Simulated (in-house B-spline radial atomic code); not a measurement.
# Sm¹¹⁺: excited configurations

How much energy does it take to promote electrons of Sm¹¹⁺ to other shells? Each configuration is solved by itself and compared with the reference.

The numbers are computed with in-house B-spline radial atomic code version 1 (Dirac-Hartree-Fock, average of configuration, Fermi nucleus, basis-set limit), except any that are marked as measured or tabulated.

## 1. The atom as given

```
element       : samarium (Z = 62)
charge        : +11
electrons     : 51
configuration : [Kr] 4d10 4f3 5s2
Hamiltonian   : Dirac-Coulomb
nucleus       : Fermi, rms radius 5.082 fm
```

The outer shells:

[Kr] 4d10 4f3 5s2
```
[Kr] core
4d [↑↓][↑↓][↑↓][↑↓][↑↓]
4f [↑ ][↑ ][↑ ][  ][  ][  ][  ]
5s [↑↓]
```

The boxes draw the filling by Hund's rule, which heavy ions in jj coupling don't follow; these runs average over all states of the configuration.

The run's settings:

```ini
Z = 62
electrons = 51.0
configuration = [Kr] 4d10 4f3 5s2
hamiltonian = dirac
method = hf
spin_polarised = False
nucleus = fermi
rms_radius = 5.0819
mass_number = 152
atomic_mass = 151.919738646
speed_of_light = 137.035999084
```

This reference run was done before. Its total energy is -10396.447279 hartree, and its levels are (the highest eight at most):

```csv
orbital,occupation,energy (eV),<r> (bohr)
4s1/2,2,-564.35,0.5734
4p1/2,2,-490.72,0.5874
4p3/2,4,-462.30,0.6127
4d3/2,4,-339.87,0.6443
4d5/2,6,-334.62,0.6533
5s1/2,2,-208.03,1.223
4f5/2,1.28571,-198.66,0.7307
4f7/2,1.71429,-197.97,0.7351
```

## 2. [Kr] 4d10 4f2 5s2 6d1

The run's settings:

```ini
Z = 62
electrons = 51.0
configuration = [Kr] 4d10 4f2 5s2 6d1
hamiltonian = dirac
method = hf
spin_polarised = False
nucleus = fermi
rms_radius = 5.0819
mass_number = 152
atomic_mass = 151.919738646
speed_of_light = 137.035999084
```

## 3. [Kr] 4d10 4f2 5s2 7p1

Changes to the settings of step 2:

```diff
@@ -2,3 +2,3 @@
 electrons = 51.0
-configuration = [Kr] 4d10 4f2 5s2 6d1
+configuration = [Kr] 4d10 4f2 5s2 7p1
 hamiltonian = dirac
```

## 4. Run with [Kr] 4d10 4f2 5s2 8d1

Changes to the settings of step 3:

```diff
@@ -2,3 +2,3 @@
 electrons = 51.0
-configuration = [Kr] 4d10 4f2 5s2 7p1
+configuration = [Kr] 4d10 4f2 5s2 8d1
 hamiltonian = dirac
```

## 5. Run with [Kr] 4d9 4f3 5s2 8f1

Changes to the settings of step 4:

```diff
@@ -2,3 +2,3 @@
 electrons = 51.0
-configuration = [Kr] 4d10 4f2 5s2 8d1
+configuration = [Kr] 4d9 4f3 5s2 8f1
 hamiltonian = dirac
```

## 6. Run with [Kr] 4d10 4f2 5s2 9f1

Changes to the settings of step 5:

```diff
@@ -2,3 +2,3 @@
 electrons = 51.0
-configuration = [Kr] 4d9 4f3 5s2 8f1
+configuration = [Kr] 4d10 4f2 5s2 9f1
 hamiltonian = dirac
```

Q: How far above the reference does each configuration lie (order and size, in eV)?

**Answer**, as computed:

| net move | configuration | energy above the reference (eV) | with Breit, QED, recoil (eV) | largest <r> (bohr) |
| --- | --- | --- | --- | --- |
| 4f → 6d | [Kr] 4d10 4f2 5s2 6d1 | 108.39 | 108.52 | 2.61 |
| 4f → 7p | [Kr] 4d10 4f2 5s2 7p1 | 127.31 | 127.46 | 3.54 |
| 4f → 8d | [Kr] 4d10 4f2 5s2 8d1 | 153.18 | 153.31 | 5.51 |
| 4f → 9f | [Kr] 4d10 4f2 5s2 9f1 | 168.01 | 168.13 | 8.24 |
| 4d → 8f | [Kr] 4d9 4f3 5s2 8f1 | 297.54 | 297.45 | 6.27 |

Quantum defects of the promoted electron, δ = n − ζ/√(−2ε) with ζ = 12 and ε its orbital energy in hartree:

| promotion | δ |
| --- | --- |
| 4f → 6d | 1.274 |
| 4f → 7p | 1.662 |
| 4f → 8d | 1.242 |
| 4f → 9f | 0.647 |
| 4d → 8f | 0.651 |

The energies run from 108.39 eV (4f → 6d) to 297.54 eV (4d → 8f). Koopmans' estimate of the ionisation threshold is 197.97 eV; 1 configuration exceeds it by over 2 % and could autoionise. Of those tabulated, the defect is largest for 7p (1.66) and least for 9f (0.65): low angular momentum penetrates the core, high angular momentum stays outside it. Two partly filled shells share a symmetry and can mix in the average, which may lower the energy, for: 4f → 9f; 4d → 8f. These are averages over configurations, without correlation, not spectroscopic levels.
